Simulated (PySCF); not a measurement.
# Cs3 (Cs3+): the cost of one run

Method: several levels, as the steps say, no spin–orbit coupling; program: PySCF 2.14.0.

**1. The system as given**

3 atoms, charge 1, spin multiplicity 1.

No contacts short enough for the rule that draws bonds.

Coordinates:

| atom | x (Å) | y (Å) | z (Å) |
| --- | --- | --- | --- |
| Cs1 | 3.10231 | -0.00001 | 0.00000 |
| Cs2 | -1.55115 | 2.68669 | 0.00000 |
| Cs3 | -1.55116 | -2.68668 | 0.00000 |

An earlier session relaxed this geometry at r2SCAN, Cs def2-SVP with ECP46 (singlet, point group D3h).

At r2SCAN on the finer grid: E = -60.353778 Eh, HOMO -5.04 eV, LUMO -3.88 eV, Mulliken charge on Cs1 +0.33 e, largest force component 0.001 eV/Å. 

Levels to run: revPBE; TPSSh; BP86; HF; r2SCAN, TZVP; r2SCAN, x2c-SVP. Hardware: 2 threads of Arm Neoverse V1, shared host.

**2. revPBE**

The input, run.py (the lines that set the calculation):

```python
mol = gto.M(atom='''
Cs     3.10231    -0.00001     0.00000
Cs    -1.55115     2.68669     0.00000
Cs    -1.55116    -2.68668     0.00000''',
    basis={'Cs': 'def2-SVP'},
    ecp={'Cs': 'def2-SVP'},
    charge=1, spin=0)
mf = dft.RKS(mol, xc='PBE_R,PBE')
mf.grids.atom_grid = (75, 302)
mf = mf.density_fit()  # fitting sets: Cs def2-universal-JKFIT
mf.conv_tol = 1e-08; mf.max_cycle = 55
mf.kernel(dm0)  # dm0: the density of the relaxed state
```

Command:

```sh
$ OMP_NUM_THREADS=2 python run.py
```

**Question.** How long does this run take on 2 threads of Arm Neoverse V1, shared host?

About 1.4 s.
